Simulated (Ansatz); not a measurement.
# P5C: the cost of one run

Method: DFT PBE, scalar-relativistic, plane waves, PAW, in Ansatz 0.2.0.

### Step 1. The starting structure

It takes space group F-43m (No. 216, cubic). The conventional cell has a = 7.742 Å, b = 7.742 Å, c = 7.742 Å, α = 90.00°, β = 90.00°, γ = 90.00°. P (site symmetry 3m) has 6 P at 2.71 to 2.76 Å as nearest neighbours. P (site symmetry -43m) has 12 P at 3.21 Å and 4 C at 3.35 Å as nearest neighbours. C (site symmetry -43m) is surrounded by 16 P at 3.21 to 3.35 Å.

Coordinates:

```cif
data_structure
_symmetry_space_group_name_H-M 'P 1'
_symmetry_Int_Tables_number 1
_cell_length_a 5.4742
_cell_length_b 5.4742
_cell_length_c 5.4742
_cell_angle_alpha 60.000
_cell_angle_beta 60.000
_cell_angle_gamma 60.000
_cell_volume 115.99
loop_
_atom_site_label
_atom_site_type_symbol
_atom_site_fract_x
_atom_site_fract_y
_atom_site_fract_z
_atom_site_occupancy
P1 P 0.37197 0.87601 0.87601 1
P2 P 0.87601 0.87601 0.87601 1
P3 P 0.25000 0.25000 0.25000 1
P4 P 0.87601 0.87601 0.37197 1
P5 P 0.87601 0.37197 0.87601 1
C1 C 0.50000 0.50000 0.50000 1
```

A structure generator made this guess: species swapped into a database cell of HfNi5 (F-43m, No. 216), with C on the Hf sites and P on the Ni sites. Its size is a rough estimate.

### Step 2. A first look at the guess

Contents of input.yaml:

```yaml
crystal:
  lattice:
    - [0.0, 3.87080907, 3.87080907]
    - [3.87080907, 0.0, 3.87080907]
    - [3.87080907, 3.87080907, 0.0]
  atoms:
    - { symbol: P, position: [0.37197143, 0.87600952, 0.87600952] }
    - { symbol: P, position: [0.87600952, 0.87600952, 0.87600952] }
    - { symbol: P, position: [0.25, 0.25, 0.25] }
    - { symbol: P, position: [0.87600952, 0.87600952, 0.37197143] }
    - { symbol: P, position: [0.87600952, 0.37197143, 0.87600952] }
    - { symbol: C, position: [0.5, 0.5, 0.5] }
basis:
  ecutwfc: 420
kpoints:
  mp_grid: { grid: [4, 4, 4] }
hamiltonian:
  xc: pbe
scf:
  occupations: { method: gaussian, width: 0.1 }
  lower_state_search: "off"
output:
  forces: true
  stress: true
  eigenvalues: true
```

Run with:

```console
> ansatz run input.yaml --threads 1 --pin off --max-ram 2560MiB --backend cpu --events-out ev --progress --plain --runs-dir out
```

What time and memory should one allow on 1 thread of Arm Neoverse V1, shared host?

About 2.1 s, with a peak of 0.3 GiB.
